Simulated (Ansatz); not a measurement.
# NbRu: properties at the relaxed cell

An exercise on one series of results from a longer session: the logs are not shown, and one member is left open.

Computed with Ansatz 0.2.0 (DFT r2SCAN, scalar-relativistic, plane waves, PAW, unless a step's input says otherwise).

2 further runs of the same task are left out: 2 set aside as unsound or not needed.

## The structure to begin with

The structure is tetragonal, space group P4/mmm (No. 123). The conventional cell has a = 3.048 Å, b = 3.048 Å, c = 3.397 Å, α = 90.00°, β = 90.00°, γ = 90.00°. Around Nb (site symmetry 4/mmm) lie 8 Ru at 2.74 Å and 4 Nb at 3.05 Å. Ru (site symmetry 4/mmm) has 8 Nb at 2.74 Å and 4 Ru at 3.05 Å as nearest neighbours.

As a file:

```
CELL_PARAMETERS angstrom
3.04800 0.00000 0.00000
0.00000 3.04800 0.00000
0.00000 0.00000 3.39679
ATOMIC_POSITIONS crystal
Nb 0.00000 0.00000 0.00000
Ru 0.50000 0.50000 0.50000
```

It is the result of an earlier relaxation at this level (volume 15.78 Å³/atom; gap on the mesh: none (metal)).

Set-up of the first run:

input.yaml reads:

```yaml
crystal:
  lattice:
    - [3.0480004962, 0.0, 0.0]
    - [0.0, 3.0480004962, 0.0]
    - [0.0, 0.0, 3.3967875656]
  atoms:
    - { symbol: Nb, position: [0.0, 0.0, 0.0] }
    - { symbol: Ru, position: [0.5, 0.5, 0.5] }
basis:
  ecutwfc: 500
kpoints:
  mp_grid: { grid: [14, 14, 12] }
  band_path:
    path:
      - [[0.0, 0.0, 0.0], [0.0, 0.5, 0.0], [0.5, 0.5, 0.0], [0.0, 0.0, 0.0], [0.0, 0.0, 0.5], [0.0, 0.5, 0.5], [0.5, 0.5, 0.5], [0.0, 0.0, 0.5]]
      - [[0.0, 0.5, 0.0], [0.0, 0.5, 0.5]]
      - [[0.5, 0.5, 0.0], [0.5, 0.5, 0.5]]
    npoints: 14
hamiltonian:
  xc: r2scan
scf:
  occupations: { method: gaussian, width: 0.1 }
  n_extra_bands: 6
output:
  forces: true
  stress: true
  eigenvalues: true
  populations: true
  dos: { projected: true, de: 0.02, nscf_kmesh: { grid: [21, 21, 18] } }
  bader: true
  write_density: true
  write_potential: true
  elf: true
  volumetric_format: npy
```

Launch:

```
$ ansatz run input.yaml --threads 1 --pin off --max-ram 2560MiB --backend cpu --events-out ev --progress --plain --runs-dir out
```

Among the steps run: Bands, states and charges; Point at V/V0 = 0.97; The cell scaled to 1.03 of its volume; Point at V/V0 = 0.94; The cell scaled to 1.06 of its volume.

One of the session's tables, all rows but one given; the rest of the session is left out.

It belongs to the step «Fit of the equation of state». 

```
volume (Å³/atom)  energy above the lowest point (meV/atom)  pressure (GPa)
          14.832                                      49.2           17.55
          15.305                                      11.7            8.10
          15.779                                       0.0            0.00
          16.252                                         ?               ?
          16.725                                      39.9          -12.82
```

Q: Estimate the row for volume (Å³/atom) = 16.252 from the others.

Worked estimate for «energy above the lowest point (meV/atom)». A straight line through the neighbours (15.779, 0.0) and (16.725, 39.9) gives 0.0 + (39.9 − 0.0) × (16.252 − 15.779) / (16.725 − 15.779) = 19.9; a parabola fitted to 3 rows on both sides gives 9.4.

As computed: energy above the lowest point (meV/atom): 10.5; pressure (GPa): -6.92. In «energy above the lowest point (meV/atom)» the line misses by +9.4 and the parabola by -1.1.
